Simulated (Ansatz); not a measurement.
# C₃H₁₂AlNO₂Si: how energies converge with the basis set

An exercise on one series of results from a longer session: the logs are not shown, and one member is left open.

Computed with Ansatz 0.2.0, Gaussian basis. Level: one geometry, several basis sets.

Levels to be run: PBE0-D4/def2-SVP; ωB97M-V/def2-SVP; PBE0-D4/def2-QZVPP; ωB97M-V/def2-QZVPP; the functionals' def2-TZVPP values are taken from earlier runs.

1 further run of the same task is left out (it didn't finish).

## The relaxed structure

All runs share one geometry, relaxed beforehand with PBE0-D4 in a triple-zeta def2 set.

SMILES `C[O][Al]([O][SiH3])[N](C)C`, 20 atoms, charge 0, spin multiplicity 1.

Atoms are counted from 1 here; the program's logs count them from 0.

Bond lengths: C1–O2 1.396 Å, C1–H9 1.095 Å, C1–H10 1.095 Å, C1–H11 1.097 Å, O2–Al3 1.682 Å, Al3–O4 1.683 Å, Al3–N6 1.759 Å, O4–Si5 1.619 Å, Si5–H12 1.488 Å, Si5–H13 1.490 Å, Si5–H14 1.488 Å, N6–C7 1.443 Å, N6–C8 1.442 Å, C7–H15 1.092 Å, C7–H16 1.100 Å, C7–H17 1.100 Å, C8–H18 1.100 Å, C8–H19 1.092 Å and more. Angles: O2–C1–H9 110.2°, O2–C1–H10 110.2°, O2–C1–H11 112.7°, H9–C1–H10 107.8°, H9–C1–H11 107.9°, H10–C1–H11 107.9°, C1–O2–Al3 134.4°, O2–Al3–O4 121.4°, O2–Al3–N6 118.5°, O4–Al3–N6 120.1°, Al3–O4–Si5 168.6°, O4–Si5–H12 110.2°, O4–Si5–H13 110.7°, O4–Si5–H14 110.2°, H12–Si5–H13 108.5°, H12–Si5–H14 108.7°, H13–Si5–H14 108.4°, Al3–N6–C7 123.2° and more.

Geometry (Å):

```mol
C3H12AlNO2Si
  3D, bonds by distance, orders not assigned

 20 19  0  0  0  0  0  0  0  0999 V2000
    0.8126    2.5886    1.5040 C   0  0
   -0.0820    1.5942    1.1030 O   0  0
    0.0384    0.2219    0.1386 Al  0  0
    1.4898   -0.2097   -0.5960 O   0  0
    2.9997   -0.3592   -1.1600 Si  0  0
   -1.3959   -0.7689   -0.0934 N   0  0
   -2.6735   -0.4618    0.5032 C   0  0
   -1.4250   -1.9671   -0.8949 C   0  0
    0.8912    2.6081    2.5963 H   0  0
    0.4571    3.5713    1.1759 H   0  0
    1.8203    2.4408    1.0957 H   0  0
    2.9951   -0.3645   -2.6478 H   0  0
    3.8510    0.7714   -0.6950 H   0  0
    3.6043   -1.6313   -0.6804 H   0  0
   -2.6114    0.4497    1.1011 H   0  0
   -3.4500   -0.3120   -0.2610 H   0  0
   -3.0174   -1.2738    1.1602 H   0  0
   -2.1463   -1.8840   -1.7209 H   0  0
   -0.4434   -2.1686   -1.3293 H   0  0
   -1.7144   -2.8451   -0.2993 H   0  0
  1  2  8  0
  2  3  8  0
  3  4  8  0
  4  5  8  0
  3  6  8  0
  6  7  8  0
  6  8  8  0
  1  9  8  0
  1 10  8  0
  1 11  8  0
  5 12  8  0
  5 13  8  0
  5 14  8  0
  7 15  8  0
  7 16  8  0
  7 17  8  0
  8 18  8  0
  8 19  8  0
  8 20  8  0
M  END
```

Set-up of the first run:

in.yaml

```yaml
crystal:
  periodic: [false, false, false]
  atoms:
    - {symbol: C, position_ang: [0.812568, 2.588603, 1.503972]}
    - {symbol: O, position_ang: [-0.082042, 1.594188, 1.103022]}
    - {symbol: Al, position_ang: [0.038357, 0.221886, 0.138646]}
    - {symbol: O, position_ang: [1.489837, -0.209681, -0.596026]}
    - {symbol: Si, position_ang: [2.999698, -0.359208, -1.159961]}
    - {symbol: N, position_ang: [-1.395909, -0.768915, -0.093420]}
    - {symbol: C, position_ang: [-2.673510, -0.461777, 0.503199]}
    - {symbol: C, position_ang: [-1.424989, -1.967063, -0.894866]}
    - {symbol: H, position_ang: [0.891241, 2.608061, 2.596338]}
    - {symbol: H, position_ang: [0.457052, 3.571348, 1.175874]}
    - {symbol: H, position_ang: [1.820257, 2.440802, 1.095660]}
    - {symbol: H, position_ang: [2.995064, -0.364476, -2.647846]}
    - {symbol: H, position_ang: [3.851045, 0.771424, -0.695012]}
    - {symbol: H, position_ang: [3.604334, -1.631263, -0.680407]}
    - {symbol: H, position_ang: [-2.611425, 0.449670, 1.101141]}
    - {symbol: H, position_ang: [-3.450022, -0.312021, -0.261000]}
    - {symbol: H, position_ang: [-3.017398, -1.273849, 1.160206]}
    - {symbol: H, position_ang: [-2.146299, -1.884006, -1.720909]}
    - {symbol: H, position_ang: [-0.443417, -2.168572, -1.329314]}
    - {symbol: H, position_ang: [-1.714423, -2.845150, -0.299299]}
basis:
  gaussian: {orbitals: def2-SVP}
hamiltonian: {xc: pbe0, dispersion: d4}
output: {orbitals: {seedname: orbitals}}
```

Among the steps run: PBE0-D4 in def2-SVP; ωB97M-V in def2-SVP; PBE0-D4 in def2-QZVPP; ωB97M-V in def2-QZVPP.

One of the session's tables, all rows but one given; the rest of the session is left out.

It belongs to the step «Density functionals: the series». 

| functional | basis | HOMO (eV) | LUMO (eV) |
| --- | --- | --- | --- |
| PBE0-D4 | def2-SVP | -6.17 | -0.01 |
| PBE0-D4 | def2-TZVPP | -6.31 | -0.30 |
| PBE0-D4 | def2-QZVPP | ? | ? |
| ωB97M-V | def2-SVP | -8.46 | 1.63 |
| ωB97M-V | def2-TZVPP | -8.61 | 1.27 |
| ωB97M-V | def2-QZVPP | -8.63 | 0.82 |

**Question.** Estimate the row for PBE0-D4, def2-QZVPP.

The run gave: HOMO (eV): -6.33; LUMO (eV): -0.50. In the column «HOMO (eV)» it lies between ωB97M-V, def2-SVP (-8.46) and PBE0-D4, def2-TZVPP (-6.31).
